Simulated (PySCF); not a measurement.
# NCGaCl2: atomic charges with PBE50

NCGaCl2, in a box:

```xyz
5
Lattice="12.0000 0.0000 0.0000 0.0000 13.0000 0.0000 0.0000 0.0000 13.0000" Properties=species:S:1:pos:R:3 pbc="T T T"
N     7.3355    4.7634    8.3126
C     6.9194    5.3666    7.4238
Ga    6.2266    6.3702    5.9429
Cl    4.6904    5.5554    4.7554
Cl    7.0076    8.2786    5.5168
```

```yaml
Program: PySCF 2.14.0
Task: atomic charges
Functional: PBE50
Potentials_or_basis: def2-svp (all-electron)
k_mesh: 1 × 1 × 1
Occupations: fixed
Spin: no spin polarisation
Exponents_discarded_below_exp_to_discard: 0 1/bohr^2
conv_tol: 1e-07 Ha
max_cycle: 60
exxdiv: ewald
Relativity: none
Coulomb_method: Gaussian density fitting (GDF)
Grid_for_exchange_and_correlation: Becke, atom-centred
Three-centre_integrals: read from an earlier run's file
```

* Gap between the frontier levels: 9.47 eV
* Meta-löwdin charges: N -0.14; C -0.12; Ga +0.66; Cl -0.20 e

Levels at points of the mesh, in eV from the valence-band top:
```tsv
k point	band 34	band 35	band 36	band 37	band 38	band 39	band 40	band 41	band 42	band 43
(0.00, 0.00, 0.00)	-1.02	-0.65	-0.53	-0.21	-0.18	0.00	9.47	10.71	11.57	13.74
```

It took 19 s on 2 threads of Intel(R) Xeon(R) Processor @ 2.70GHz, on a shared host, peak memory 1.9 GiB.

Caveat: this is a molecule in a periodic box at the Γ point, so its band gap is the HOMO-LUMO gap; population charges move with the basis; relativity is left out, which matters for the heavier elements; the basis of atomic orbitals isn't converged, which shifts pressures, moduli and gaps.
